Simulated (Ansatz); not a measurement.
**BiTe under changes of volume**

One of the cells (33.725 Å³/atom); the others are scaled copies at fixed shape and fractional positions:

```
Bi Te
1.0
     2.42271    1.39875    3.31729
    -2.42271    1.39875    3.31729
     0.00000   -2.79750    3.31729
Bi Te
1 1
Direct
  0.50000 0.50000 0.50000
  0.00000 0.00000 0.00000
```

The cell comes from a database or a generator and needn't be the stable form of this composition.

* Program: Ansatz 0.2.0
* Functional: LDA
* Potentials or basis: all-electron LAPW, scalar-relativistic
* Cutoff: 174 eV (chosen from the basis error)
* Basis error allowed: 0.001 eV/atom
* k mesh: 7 × 7 × 7
* Occupations: fermi-dirac, width 0.05 eV
* Spin: no spin polarisation

```tsv
volume (Å³/atom)	energy over the lowest point (meV/atom)	pressure (GPa)
31.701	0.00	-0.4
32.376	3.92	-1.5
33.050	12.34	-2.5
33.725	24.76	-3.4
34.399	40.73	-4.2
35.074	59.87	-4.9
35.748	?	?
```

What does the run at 35.748 Å³/atom give?

Energy over the lowest point 81.80 meV/atom; pressure -5.5 GPa.

Worked out: A Birch-Murnaghan fit of order 3 (a polynomial in V^(-2/3)) to the other rows has its minimum at 31.51 Å³/atom, just outside them, with B0 = V·E''(V) = 58 GPa and B' = 4.5 at fixed shape and positions, which overstates the stiffness. It gives 81.79 meV/atom at 35.748 Å³/atom, against the run's 81.80, and -dE/dV = -5.5 GPa, against -5.5.

Energies are extrapolated to zero smearing.
